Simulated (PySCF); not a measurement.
# [Dy(SH)2]+: other functionals and bases at one geometry

How far do other levels of theory move the description of [Dy(SH)2]+, and what does each cost? It is a constructed species; whether it can be made isn't addressed.

Computed with PySCF 2.14.0. Level: several levels, as the steps say, no spin–orbit coupling.

3 further runs of the same task are left out: 2 for a known fault of the program, 1 that didn't finish.

## (1) Where the work starts

5 atoms, charge 1, spin multiplicity 1.

Bond lengths: Dy1–S2 2.494 Å, Dy1–S4 2.494 Å, S2–H3 1.368 Å, S4–H5 1.368 Å. Angles: S2–Dy1–S4 110.7°, Dy1–S2–H3 98.0°, Dy1–S4–H5 98.0°.

As a file:

```xyz
5

Dy   -0.6983   -1.3058    0.3707
S    -0.0500    0.4668    2.0003
H     0.5094    1.3454    1.1132
S    -0.0500   -0.6537   -1.9472
H     0.5094    0.5599   -1.6540
```

Formal oxidation states: Dy +3. Each metal's 9 4f electrons lie in its core potential, so multiplicities, spins and levels count the valence alone. An earlier session relaxed this geometry at BP86, Dy lcecp-1-SVP with ECP55, S def2-SVP, H def2-SVP (singlet, point group C2v).

At BP86 on the finer grid: E = -834.393781 Eh, HOMO -11.20 eV, LUMO -8.21 eV, Mulliken charge on Dy1 +1.00 e, largest force component 0.002 eV/Å. 

Levels to run: r2SCAN; M06-L; B3LYP; HF; BP86, TZVP. Hardware: 2 threads of Arm Neoverse V1, shared host.

## (2) r2SCAN

The input, run.py (the lines that set the calculation):

```python
mol = gto.M(atom='''
Dy    -0.69831    -1.30581     0.37067
S     -0.04998     0.46681     2.00029
H      0.50944     1.34538     1.11317
S     -0.04998    -0.65374    -1.94723
H      0.50944     0.55989    -1.65400''',
    basis={'Dy': 'lcecp-1-SVP', 'S': 'def2-SVP', 'H': 'def2-SVP'},
    ecp={'Dy': 'lcecp-1-SVP'},
    charge=1, spin=0)
mf = dft.RKS(mol, xc='R2SCAN')
mf.grids.atom_grid = (75, 302)  # f atoms: unpruned, at least (60, 302)
mf = mf.density_fit()  # fitting sets: Dy AutoAux, S def2-universal-JKFIT, H def2-universal-JKFIT
mf.conv_tol = 1e-08; mf.max_cycle = 55
mf.kernel(dm0)  # dm0: the density of the relaxed state
```

Started as:

```sh
OMP_NUM_THREADS=2 python run.py
```

What it wrote:

```text
init E= -834.213266467003
  HOMO = -0.418017990412881  LUMO = -0.282670955910934  gap/eV = 3.68298
cycle= 1 E= -834.214230814565  delta_E= -0.000964  |g|= 0.0547  |ddm|=  0.3
  HOMO = -0.412924523861569  LUMO = -0.299014669693149  gap/eV = 3.09965
cycle= 2 E= -834.205105218521  delta_E= 0.00913  |g|= 0.159  |ddm|= 0.331
  HOMO = -0.417096688844608  LUMO = -0.288522314225376  gap/eV = 3.49869
cycle= 3 E= -834.215578046056  delta_E= -0.0105  |g|= 0.0033  |ddm|= 0.237
  HOMO = -0.4168001664469  LUMO = -0.28797883054484  gap/eV = 3.50541
cycle= 4 E= -834.215582779463  delta_E= -4.73e-06  |g|= 0.000549  |ddm|= 0.00558
  HOMO = -0.416856873945469  LUMO = -0.287984922033364  gap/eV = 3.50678
cycle= 5 E= -834.215582865691  delta_E= -8.62e-08  |g|= 0.000127  |ddm|= 0.00078
  HOMO = -0.416845657103151  LUMO = -0.287975044295276  gap/eV = 3.50675
cycle= 6 E= -834.215582871192  delta_E= -5.5e-09  |g|= 1.9e-05  |ddm|= 0.000183
  HOMO = -0.416847205155825  LUMO = -0.287978184361011  gap/eV = 3.50670
Extra cycle  E= -834.215582871075  delta_E= 1.17e-10  |g|= 2.53e-05  |ddm|= 6.38e-05
converged SCF energy = -834.215582871075
```

Run time: 4.2 s. Hardware: 2 threads of Arm Neoverse V1, shared host.

It gives: E = -834.215583 Eh, HOMO -11.34 eV, LUMO -7.84 eV, Mulliken charge on Dy1 +1.13 e, largest force component 0.260 eV/Å. 

## (3) M06-L

run.py (the lines that set the calculation): that of step 2 with these lines changed.

```diff
@@ -9,3 +9,3 @@
     charge=1, spin=0)
-mf = dft.RKS(mol, xc='R2SCAN')
+mf = dft.RKS(mol, xc='M06L')
 mf.grids.atom_grid = (75, 302)  # f atoms: unpruned, at least (60, 302)
```

Started as:

```sh
OMP_NUM_THREADS=2 python run.py
```

What it wrote:

```text
init E= -834.261144559302
  HOMO = -0.418859562826791  LUMO = -0.264314894356058  gap/eV = 4.20537
cycle= 1 E= -834.263035709004  delta_E= -0.00189  |g|= 0.0988  |ddm|= 0.424
  HOMO = -0.404436451419736  LUMO = -0.290760664766367  gap/eV = 3.09328
cycle= 2 E= -834.232448117346  delta_E= 0.0306  |g|= 0.292  |ddm|= 0.567
  HOMO = -0.412018025160759  LUMO = -0.271646400678907  gap/eV = 3.81971
cycle= 3 E= -834.267071262794  delta_E= -0.0346  |g|= 0.00403  |ddm|= 0.43
  HOMO = -0.412386641306698  LUMO = -0.272299443986398  gap/eV = 3.81197
cycle= 4 E= -834.267074282669  delta_E= -3.02e-06  |g|= 0.0023  |ddm|= 0.0104
  HOMO = -0.412241656078142  LUMO = -0.272040943488619  gap/eV = 3.81506
cycle= 5 E= -834.267076324776  delta_E= -2.04e-06  |g|= 0.000619  |ddm|= 0.00411
  HOMO = -0.412221909332282  LUMO = -0.27200980192863  gap/eV = 3.81537
cycle= 6 E= -834.267076464938  delta_E= -1.4e-07  |g|= 0.000123  |ddm|= 0.000961
  HOMO = -0.412225512723699  LUMO = -0.272024581420179  gap/eV = 3.81506
cycle= 7 E= -834.267076469458  delta_E= -4.52e-09  |g|= 6.11e-05  |ddm|= 0.000224
  HOMO = -0.412220933288475  LUMO = -0.272031127618423  gap/eV = 3.81476
Extra cycle  E= -834.267076465008  delta_E= 4.45e-09  |g|= 0.00012  |ddm|= 0.00028
converged SCF energy = -834.267076465008
```

It took 4.4 s on 2 threads of Arm Neoverse V1, shared host.

It gives: E = -834.267076 Eh, HOMO -11.22 eV, LUMO -7.40 eV, Mulliken charge on Dy1 +1.26 e, largest force component 0.381 eV/Å. 

## (4) B3LYP

run.py (the lines that set the calculation): that of step 3 with these lines changed.

```diff
@@ -9,3 +9,3 @@
     charge=1, spin=0)
-mf = dft.RKS(mol, xc='M06L')
+mf = dft.RKS(mol, xc='B3LYP')
 mf.grids.atom_grid = (75, 302)  # f atoms: unpruned, at least (60, 302)
```

Started as:

```sh
OMP_NUM_THREADS=2 python run.py
```

What it wrote:

```text
init E= -834.296871772656
  HOMO = -0.439228606261569  LUMO = -0.281847094541053  gap/eV = 4.28257
cycle= 1 E= -834.296801815024  delta_E= 7e-05  |g|= 0.0612  |ddm|=  0.2
  HOMO = -0.432886168416308  LUMO = -0.299989221482544  gap/eV = 3.61631
cycle= 2 E= -834.290729713373  delta_E= 0.00607  |g|= 0.138  |ddm|= 0.324
  HOMO = -0.437855708373558  LUMO = -0.289294603433138  gap/eV = 4.04255
cycle= 3 E= -834.29837496818  delta_E= -0.00765  |g|= 0.00133  |ddm|= 0.218
  HOMO = -0.4377784011125  LUMO = -0.289034024379855  gap/eV = 4.04754
cycle= 4 E= -834.29837560453  delta_E= -6.36e-07  |g|= 0.000765  |ddm|= 0.00325
  HOMO = -0.437828099038118  LUMO = -0.289105710221467  gap/eV = 4.04694
cycle= 5 E= -834.298375817017  delta_E= -2.12e-07  |g|= 0.000144  |ddm|= 0.00127
  HOMO = -0.437829730769042  LUMO = -0.289109511938772  gap/eV = 4.04688
cycle= 6 E= -834.298375823834  delta_E= -6.82e-09  |g|= 2.4e-05  |ddm|= 0.000208
  HOMO = -0.437827105074927  LUMO = -0.289113527350747  gap/eV = 4.04670
Extra cycle  E= -834.298375823611  delta_E= 2.23e-10  |g|= 3.47e-05  |ddm|= 9.57e-05
converged SCF energy = -834.298375823611
```

Wall time 2.9 s (2 threads of Arm Neoverse V1, shared host).

Result: E = -834.298376 Eh, HOMO -11.91 eV, LUMO -7.87 eV, Mulliken charge on Dy1 +1.06 e, largest force component 0.231 eV/Å. 

## (5) HF

run.py (the lines that set the calculation): that of step 4 with these lines changed.

```diff
@@ -9,4 +9,3 @@
     charge=1, spin=0)
-mf = dft.RKS(mol, xc='B3LYP')
-mf.grids.atom_grid = (75, 302)  # f atoms: unpruned, at least (60, 302)
+mf = scf.RHF(mol)
 mf = mf.density_fit()  # fitting sets: Dy AutoAux, S def2-universal-JKFIT, H def2-universal-JKFIT
```

Started as:

```sh
OMP_NUM_THREADS=2 python run.py
```

What it wrote:

```text
init E= -832.443485656103
  HOMO = -0.531935340957836  LUMO = -0.169413198333096  gap/eV = 9.86473
cycle= 1 E= -832.477919242384  delta_E= -0.0344  |g|= 0.0931  |ddm|= 0.614
  HOMO = -0.53261165196976  LUMO = -0.200436390361002  gap/eV = 9.03895
cycle= 2 E= -832.48064914426  delta_E= -0.00273  |g|= 0.0344  |ddm|= 0.211
  HOMO = -0.536821291027347  LUMO = -0.193415814665155  gap/eV = 9.34454
cycle= 3 E= -832.48121358535  delta_E= -0.000564  |g|= 0.0123  |ddm|= 0.0683
  HOMO = -0.536072275087141  LUMO = -0.195593201448705  gap/eV = 9.26491
cycle= 4 E= -832.481297430522  delta_E= -8.38e-05  |g|= 0.00196  |ddm|= 0.0311
  HOMO = -0.536266888886723  LUMO = -0.195876802709698  gap/eV = 9.26249
cycle= 5 E= -832.481302215333  delta_E= -4.78e-06  |g|= 0.000672  |ddm|= 0.00692
  HOMO = -0.536265017349695  LUMO = -0.195792081364019  gap/eV = 9.26474
cycle= 6 E= -832.481302799363  delta_E= -5.84e-07  |g|= 0.00019  |ddm|= 0.00242
  HOMO = -0.536277396445064  LUMO = -0.195799738113966  gap/eV = 9.26487
cycle= 7 E= -832.481302853705  delta_E= -5.43e-08  |g|= 6.01e-05  |ddm|= 0.000759
  HOMO = -0.536283739972902  LUMO = -0.195803608664548  gap/eV = 9.26494
cycle= 8 E= -832.48130285913  delta_E= -5.43e-09  |g|= 1.72e-05  |ddm|= 0.000249
  HOMO = -0.536282494559752  LUMO = -0.195802360431223  gap/eV = 9.26494
Extra cycle  E= -832.481302859472  delta_E= -3.42e-10  |g|= 8.84e-06  |ddm|= 4.14e-05
converged SCF energy = -832.481302859472
```

Wall time 1.6 s (2 threads of Arm Neoverse V1, shared host).

It gives: E = -832.481303 Eh, HOMO -14.59 eV, LUMO -5.33 eV, Mulliken charge on Dy1 +1.40 e, largest force component 0.724 eV/Å. 

## (6) BP86, TZVP

Basis: Dy lcecp-1-TZVP with ECP55, S def2-TZVP, H def2-TZVP. 

The input, run.py (the lines that set the calculation):

```python
mol = gto.M(atom='''
Dy    -0.69831    -1.30581     0.37067
S     -0.04998     0.46681     2.00029
H      0.50944     1.34538     1.11317
S     -0.04998    -0.65374    -1.94723
H      0.50944     0.55989    -1.65400''',
    basis={'Dy': 'lcecp-1-TZVP', 'S': 'def2-TZVP', 'H': 'def2-TZVP'},
    ecp={'Dy': 'lcecp-1-TZVP'},
    charge=1, spin=0)
mf = dft.RKS(mol, xc='B88,P86')
mf.grids.atom_grid = (75, 302)  # f atoms: unpruned, at least (60, 302)
mf = mf.density_fit()  # fitting sets: Dy AutoAux, S def2-universal-JKFIT, H def2-universal-JKFIT
mf.conv_tol = 1e-08; mf.max_cycle = 55
mf.kernel(dm0)  # dm0: free metal ions and neutral atoms
```

Started as:

```sh
OMP_NUM_THREADS=2 python run.py
```

What it wrote:

```text
init E= -834.536313742183
  HOMO = -0.499456502422812  LUMO = -0.342765058923998  gap/eV = 4.26379
cycle= 1 E= -834.563719700554  delta_E= -0.0274  |g|= 0.567  |ddm|= 2.07
  HOMO = -0.333514186635324  LUMO = -0.296259093127176  gap/eV = 1.01376
cycle= 2 E= -834.127588276018  delta_E= 0.436  |g|= 1.31  |ddm|= 1.87
  HOMO = -0.396558669426113  LUMO = -0.258459619842332  gap/eV = 3.75787
cycle= 3 E= -834.599914281824  delta_E= -0.472  |g|= 0.41  |ddm|= 1.54
  HOMO = -0.404805817819413  LUMO = -0.303877082635526  gap/eV = 2.74641
cycle= 4 E= -834.662525368901  delta_E= -0.0626  |g|= 0.141  |ddm|= 0.563
  HOMO = -0.40876730747419  LUMO = -0.301304851265598  gap/eV = 2.92420
cycle= 5 E= -834.669467093546  delta_E= -0.00694  |g|= 0.0275  |ddm|= 0.11
  HOMO = -0.408675038005743  LUMO = -0.299400329259123  gap/eV = 2.97352
cycle= 6 E= -834.669753099594  delta_E= -0.000286  |g|= 0.00596  |ddm|= 0.0265
  HOMO = -0.409083986115904  LUMO = -0.29925398729533  gap/eV = 2.98863
cycle= 7 E= -834.669765909172  delta_E= -1.28e-05  |g|= 0.00034  |ddm|= 0.00606
  HOMO = -0.409138656040701  LUMO = -0.299298464598731  gap/eV = 2.98890
cycle= 8 E= -834.669765944931  delta_E= -3.58e-08  |g|= 0.000149  |ddm|= 0.000573
  HOMO = -0.409138204444212  LUMO = -0.299290606010124  gap/eV = 2.98911
cycle= 9 E= -834.669765950481  delta_E= -5.55e-09  |g|= 7.27e-05  |ddm|= 0.000213
  HOMO = -0.40913457840869  LUMO = -0.299293817653166  gap/eV = 2.98892
Extra cycle  E= -834.669765943387  delta_E= 7.09e-09  |g|= 0.000158  |ddm|= 0.000237
converged SCF energy = -834.669765943387
```

Wall time 8.4 s (2 threads of Arm Neoverse V1, shared host).

It gives: E = -834.669766 Eh, HOMO -11.13 eV, LUMO -8.14 eV, Mulliken charge on Dy1 +1.32 e, largest force component 0.201 eV/Å. 

## (7) Results

| level | state | HOMO (eV) | gap (eV) | charge on Dy1 (e) | dipole (D) | largest force (eV/Å) | basis functions | time |
| --- | --- | --- | --- | --- | --- | --- | --- | --- |
| BP86 (relaxed here) | singlet | -11.20 | 2.99 | 1.00 | 3.10 | 0.00 | 79 | 6.9 s |
| r2SCAN | singlet | -11.34 | 3.51 | 1.13 | 3.56 | 0.26 | 79 | 4.2 s |
| M06-L | singlet | -11.22 | 3.81 | 1.26 | 3.87 | 0.38 | 79 | 4.4 s |
| B3LYP | singlet | -11.91 | 4.05 | 1.06 | 3.56 | 0.23 | 79 | 2.9 s |
| HF | singlet | -14.59 | 9.26 | 1.40 | 5.18 | 0.72 | 79 | 1.6 s |
| BP86, TZVP | singlet | -11.13 | 2.99 | 1.32 | 3.44 | 0.20 | 133 | 8.4 s |

Times are on 2 threads of Arm Neoverse V1, shared host; the first row also made further properties. The dipole of a charged species depends on the origin, so these sizes hold for this origin alone.

In one basis the HOMO–LUMO gap runs from 2.99 eV (BP86) to 9.26 eV (HF). The largest leftover force, 0.72 eV/Å with HF, stands at a geometry relaxed at another level. The Mulliken charge on Dy spans +1.00 to +1.40 e over the levels. With 4f in the core, its levels are missing from HOMO and gap. Total energies of different levels can't be compared. Spin–orbit coupling is left out throughout.
